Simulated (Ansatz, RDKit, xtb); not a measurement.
# C3H4F2O2S: which of the isomers drawn lies lowest?

A sample of isomers of C3H4F2O2S is drawn. Aim: find which of them has the lowest free energy at 298.15 K, then its properties. The sample is small against all isomers, and the most stable one of this formula need not be in it.

Plan: many cheap relaxations first (GFN2-xTB), then density-functional screening, relaxation at B3LYP-D3(BJ)/def2-SVP, vibrations (at GFN2-xTB) and a final energy. The numbers are computed, not measured.

**1. Drawing up candidates**

Isomers were taken from a list of plausible structures; this is a sample, not all of them. That gives 6 candidates.

```
label                      SMILES     spin
 c148         CS(=O)(=O)/C(F)=C\F  singlet
 c395   O=S1(=O)[C@H](F)C[C@@H]1F  singlet
 c518  O=S1(=O)C[C@@H](F)[C@@H]1F  singlet
 c520           O=S(=O)(/C=C\F)CF  singlet
 c544            O=S1(=O)CCC1(F)F  singlet
 c869          O=S1(=O)CC(F)(F)C1  singlet
```

Candidates are built by distance geometry, with a force field where one applies, in up to four conformers (letters a to d).

**Question.** With final energies at CCSD(T)/def2-SVP + MP2/def2-TZVPP - MP2/def2-SVP, which structure will this search put lowest in free energy, and by what margin?

| quantity | value |
| --- | --- |
| lowest structure found | O=S1(=O)CC(F)(F)C1, singlet |
| next finalist | O=S1(=O)CCC1(F)F, singlet, 3.8 kcal/mol higher in G |
| share at equilibrium, among the finalists | 99.8 % |

The lowest structure found is `O=S1(=O)CC(F)(F)C1`. The margin of 3.8 kcal/mol over the next finalist is beyond the usual error of the last level; it says nothing of structures that weren't ranked. GFN2-xTB, r2SCAN-D4/def2-SVP, B3LYP-D3(BJ)/def2-SVP, HF/def2-SVP and MP2/def2-SVP already put its bonding pattern lowest among the structures in one piece; HF/STO-3G favours the singlet O=S1(=O)CCC1(F)F. The search is not exhaustive (a finite list of starts, one conformer a finalist), so a lower isomer can't be ruled out. Only 6 drawn patterns were tried, so whole families of isomers are missing, and the result ranks this sample alone.
